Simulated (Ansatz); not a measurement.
LuBr:

```
Lu Br
1.0
     3.60687    0.00000    0.00000
    -1.80344    3.12364    0.00000
     0.00000    0.00000    9.87175
Lu Br
2 2
Cartesian
  1.8034 1.0412 8.2033
  0.0000 2.0824 3.2675
  1.8034 1.0412 5.3703
  0.0000 2.0824 0.4345
```

The cell comes from a database or a generator and needn't be the stable form of this composition.

| Property | Result |
| --- | --- |
| Program | Ansatz 0.2.0 |
| Task | relaxation of cell and atoms |
| Functional | r2SCAN |
| Dispersion | D4 |
| Potentials or basis | Ansatz PAW |
| Cutoff | 500 eV (not typed: the program's choice for these potentials) |
| k mesh | 9 × 9 × 3 |
| Occupations | fermi-dirac, width 0.05 eV |
| Spin | no spin polarisation |

At the start: volume 27.81 Å³/atom.

Q: Where does the relaxation end?

A: It ends after 4 steps and the volume is 27.15 Å³/atom (-2.4 %); space group P6_3mc (No. 186, to 0.05 Å).

Step by step:
```
step  energy change (eV)  largest force (eV/Å)  volume (Å³)
   1              0.0000                0.0380       111.22
   2             -0.0053                0.0354       106.87
   3             -0.0104                0.0002       108.58
   4             -0.0099                0.0003       108.58
```

Final structure:
```yaml
crystal:
  lattice:
    - [3.57831, 0.00000, 0.00000]
    - [-1.78916, 3.09891, 0.00000]
    - [0.00000, 0.00000, 9.79221]
  atoms:
    - { symbol: Lu, position: [0.66667, 0.33333, 0.83120] }
    - { symbol: Lu, position: [0.33333, 0.66667, 0.33120] }
    - { symbol: Br, position: [0.66667, 0.33333, 0.54380] }
    - { symbol: Br, position: [0.33333, 0.66667, 0.04380] }
```

Caveat: the plane-wave basis is chosen anew once the cell has moved, so the energies of steps on either side of that aren't comparable; pairwise dispersion overbinds metals, which lowers pressure and volume; the PAW data sets come from PBE, with cores solved anew for the run's functional, which leaves a small shift of forces and pressure.
